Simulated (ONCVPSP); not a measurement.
# Gd: generating and testing an ONCV potential

Do these settings give a usable potential? It is generated, then checked for transferability, scattering, ghosts and hardness.

The numbers are computed with ONCVPSP 4.0.1 (LDA (Perdew-Wang 92), scalar-relativistic, spin-unpolarised reference atom).

## Step 1: The atom and the settings

Typed settings, in words:

- element: gadolinium (Gd, Z = 64)
- type: optimised norm-conserving Vanderbilt (ONCV)
- frozen core: [Kr] 4d10
- valence charge: 18
- reference configuration: 4f7 5s2 5p6 5d1 6s2
- partial waves: 5s+6s: rc 2.35 bohr, ncon 3, nbas 7, qcut 4.8 1/bohr, 2 projectors; 5p: rc 2.05 bohr, ncon 4, nbas 7, qcut 7 1/bohr, 2 projectors, debl 1.5 Ha; 5d: rc 3.20 bohr, ncon 5, nbas 9, qcut 4.6 1/bohr, 2 projectors, debl 3.5 Ha; 4f: rc 1.50 bohr, ncon 4, nbas 8, qcut 9.9 1/bohr, 1 projector
- local potential: polynomial inside 1.15 bohr (lpopt 5, dvloc0 0 Ha)
- core correction: Teter function, fcfact 5, rcfact 1.05

## Step 2: The generation run

Gd.dat reads:

```
# ATOM AND REFERENCE CONFIGURATION
# atsym  z   nc   nv     iexc    psfile
  Gd 64.00    9    5  -001012      upf
#
#   n    l    f
    1    0    2.00
    2    0    2.00
    2    1    6.00
    3    0    2.00
    3    1    6.00
    3    2   10.00
    4    0    2.00
    4    1    6.00
    4    2   10.00
    4    3    7.00
    5    0    2.00
    5    1    6.00
    5    2    1.00
    6    0    2.00
#
# PSEUDOPOTENTIAL AND OPTIMIZATION
# lmax
    3
#
#   l,   rc,      ep,       ncon, nbas, qcut
    0    2.35    0.00    3    7    4.80
    1    2.05    0.00    4    7    7.00
    2    3.20    0.00    5    9    4.60
    3    1.50    0.00    4    8    9.90
#
# LOCAL POTENTIAL
# lloc, lpopt,  rc(5),   dvloc0
    4    5    1.15    0.00
#
# VANDERBILT-KLEINMAN-BYLANDER PROJECTORs
# l, nproj, debl
    0    2    0.90
    1    2    1.50
    2    2    3.50
    3    1    2.10
#
# MODEL CORE CHARGE
# icmod, fcfact, rcfact
    3    5.00    1.05
#
# LOG DERIVATIVE ANALYSIS
# epsh1, epsh2, depsh
   -3.00    5.00    0.02
#
# OUTPUT GRID
# rlmax, drl
    6.00    0.01
#
# TEST CONFIGURATIONS
# ncnf
    4
# nvcnf
#   n    l    f
    5
    4    3    7.00
    5    0    2.00
    5    1    6.00
    5    2    1.00
    6    0    1.00
#
    5
    4    3    7.00
    5    0    2.00
    5    1    6.00
    5    2    1.00
    6    0    0.00
#
    5
    4    3    7.00
    5    0    2.00
    5    1    6.00
    5    2    0.00
    6    0    0.00
#
    5
    4    3    7.00
    5    0    2.00
    5    1    5.00
    5    2    1.00
    6    0    2.00
#
```

On the command line:

```console
$ oncvpsp.x < Gd.dat > Gd.out
```

What does the calculation give? Wanted: cutoffs for 1 and 0.1 mHa per electron, occupied waves; bound ghosts; GHOST(+) flags; largest test error; largest phase difference near zero energy, channels read; rms error of d²Exc/dn², without and with the model core.

The runs gave:

| quantity | value |
| --- | --- |
| cutoffs for 1 and 0.1 mHa per electron, occupied waves | 50 Ha and 117 Ha |
| bound ghosts | s at -41.27 eV, d at -1929.48 eV |
| GHOST(+) flags | p at 151 eV |
| largest test error (AE − PS) | -35 meV, for 4f7 5s2 5p5 5d1 6s2 (1 test unsolved) |
| largest phase difference near zero energy, channels read | 0.024 rad |
| rms error of d²Exc/dn², without and with the model core | 6.37 and 4.44 mHa |

**Reading.** A bound ghost (s, d) makes it unfit for use: electrons can fall into a state that the atom doesn't have. By total energies transferability is fair where solved: the largest error is 35 meV on 32.5 eV, for 4f7 5s2 5p5 5d1 6s2. Of the tests 1 gave no usable energy difference, which is a warning in itself. It counts as hard, with 50 Ha needed at the looser tolerance. At the looser tolerance the 4f wave is the slowest; 5p needs 15 Ha. Near zero energy the phases of the channels with partial waves agree within 0.024 rad. The program also flags highly localised states, GHOST(+) (p).
